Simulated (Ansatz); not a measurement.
# Cl3GaH3N: the cost of one run

All numbers below are computed with Ansatz 0.2.0 (RKS PBE0/def2-SVP).

## (1) The starting structure

Bond lengths: Ga1–N2 2.254 Å, Ga1–Cl3 2.077 Å, Ga1–Cl4 2.076 Å, Ga1–Cl6 2.615 Å, N2–H7 1.013 Å, N2–H8 1.014 Å. Angles: Ga1–N2–H7 121.4°, Ga1–N2–H8 121.0°, H7–N2–H8 110.0°, N2–Ga1–Cl3 110.5°, N2–Ga1–Cl4 111.0°, N2–Ga1–Cl6 73.9°, Cl3–Ga1–Cl4 127.7°, Cl3–Ga1–Cl6 111.4°, Cl4–Ga1–Cl6 109.6°.

Structure file:

```xyz
8

Ga   -0.8960    0.7461   -0.0641
N     0.4393   -1.0672    0.0212
Cl   -1.6459    1.0080   -1.9831
Cl   -1.8928    1.0228    1.7362
H     1.3443   -0.0893    0.1148
Cl    1.5480    1.6550    0.1377
H     0.4805   -1.6549    0.8458
H     0.6226   -1.6205   -0.8084
```

## (2) Pulling towards end A

Springs on the bonds that form and break draw the guess towards this end; the thresholds are loose.

File input.yaml:

```yaml
crystal:
  periodic: [false, false, false]
  atoms:
    - { symbol: Ga, position_ang: [-0.896, 0.7461, -0.0641] }
    - { symbol: "N", position_ang: [0.4393, -1.0672, 0.0212] }
    - { symbol: Cl, position_ang: [-1.6459, 1.008, -1.9831] }
    - { symbol: Cl, position_ang: [-1.8928, 1.0228, 1.7362] }
    - { symbol: H, position_ang: [1.3443, -0.0893, 0.1148] }
    - { symbol: Cl, position_ang: [1.548, 1.655, 0.1377] }
    - { symbol: H, position_ang: [0.4805, -1.6549, 0.8458] }
    - { symbol: H, position_ang: [0.6226, -1.6205, -0.8084] }
basis:
  gaussian: { orbitals: def2-SVP }
hamiltonian:
  xc: pbe0
relax:
  f_tol: 0.15
  max_steps: 25
  restrain:
    - { distance: [0, 5], at: 3.54, k: 30.0 }
    - { distance: [4, 1], at: 2.32, k: 30.0 }
    - { distance: [0, 1], at: 1.93, k: 30.0 }
    - { distance: [4, 5], at: 1.33, k: 30.0 }
output:
  orbitals: {}
```

The run is started by

```bash
ansatz run input.yaml --threads 2 --pin off --max-ram 3072MiB --backend cpu --events-out ev --progress --plain --runs-dir out
```

Q: Estimate wall time and peak memory on 2 threads of Arm Neoverse V1, shared host.

About 42 s, with a peak of 0.31 GiB.
